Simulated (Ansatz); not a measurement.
Relaxation of a periodic cell of 17 atoms, FeSi$_{16}$ (host Si, host structure diamond, interstitial Fe), to a largest force component of 0.03 eV/Å in at most 60 steps.

Level of theory: DFT r2SCAN-D3(BJ), scalar-relativistic, plane waves, PAW (Ansatz). Settings: PAW set soft_1, cutoff 500 eV, k mesh 2x2x2, gaussian smearing 0.05 eV, spin collinear.

```xyz
17
Lattice="0.0000 5.4300 5.4300 5.4300 0.0000 5.4300 5.4300 5.4300 0.0000" Properties=species:S:1:pos:R:3:forces:R:3
Si 0.000 0.000 0.000 0.01 0.05 0.02
Si 1.357 1.357 1.357 -0.04 -0.07 -0.05
Si 2.715 2.715 0.000 0.00 0.03 -0.21
Si 4.072 4.072 1.357 0.29 0.21 -0.34
Si 2.715 0.000 2.715 0.00 -0.20 0.00
Si 4.072 1.357 4.072 0.20 -0.28 0.20
Si 5.430 2.715 2.715 0.30 0.06 0.03
Si 6.787 4.072 4.072 -0.13 0.07 0.09
Si 0.000 2.715 2.715 -0.22 0.03 0.01
Si 1.357 4.072 4.072 -0.36 0.24 0.31
Si 2.715 5.430 2.715 0.03 0.32 0.03
Si 4.072 6.787 4.072 0.09 -0.15 0.08
Si 2.715 2.715 5.430 0.02 0.05 0.31
Si 4.072 4.072 6.787 0.09 0.07 -0.14
Si 5.430 5.430 5.430 0.01 0.01 0.01
Si 6.787 6.787 6.787 -0.12 -0.14 -0.13
Fe 2.754 2.780 2.762 -0.17 -0.30 -0.22
```

Q: Where does it end, and by what steps?

A: The run converged. The force dipped under the threshold on the way, but the program's further checks kept it going. Limits of this set-up: coarse k mesh, a small cell, in which the defect meets its images, a typed lattice constant that wasn't relaxed here. After 16 steps the energy has fallen by 0.053 eV; Fe17 moved furthest, 0.07 Å.

| step | energy less start (eV) | largest force component (eV/Å) | accepted |
| --- | --- | --- | --- |
| 0 | 0.0000 | 0.361 | yes |
| 1 | -0.0381 | 0.202 | yes |
| 2 | -0.0505 | 0.059 | yes |
| 3 | -0.0516 | 0.047 | yes |
| 4 | -0.0526 | 0.016 | yes |
| 5 | -0.0527 | 0.004 | yes |
| 6 | -0.0527 | 0.002 | yes |
| 7 | -0.0527 | 0.004 | yes |
| 8 | -0.0394 | 0.162 | no |
| 9 | -0.0527 | 0.005 | yes |
| 10 | -0.0527 | 0.007 | yes |
| 11 | -0.0527 | 0.009 | yes |
| 12 | -0.0528 | 0.013 | yes |
| 13 | -0.0529 | 0.018 | yes |
| 14 | -0.0531 | 0.023 | yes |
| 15 | -0.0533 | 0.026 | yes |
| 16 | -0.0534 | 0.027 | yes |

```xyz
17
Lattice="0.0000 5.4300 5.4300 5.4300 0.0000 5.4300 5.4300 5.4300 0.0000" Properties=species:S:1:pos:R:3
Si -0.022 0.043 0.029
Si 1.371 1.362 1.357
Si 2.729 2.712 -0.028
Si 4.092 4.063 1.344
Si 2.725 -0.020 2.713
Si 4.078 1.362 4.064
Si 5.463 2.710 2.706
Si 6.791 4.075 4.073
Si -0.006 2.731 2.736
Si 1.321 4.104 4.115
Si 2.706 5.428 2.727
Si 4.089 6.767 4.070
Si 2.699 2.729 5.441
Si 4.086 4.069 6.778
Si 5.437 5.421 5.427
Si 6.795 6.766 6.775
Fe 2.699 2.758 2.735
```

Whether the end is a true minimum wasn't checked by a vibrational analysis.

The run took 4.1 min on 4 threads of Intel(R) Xeon(R) 6975P-C (Granite Rapids), on a shared host, peak memory 2.1 GiB.
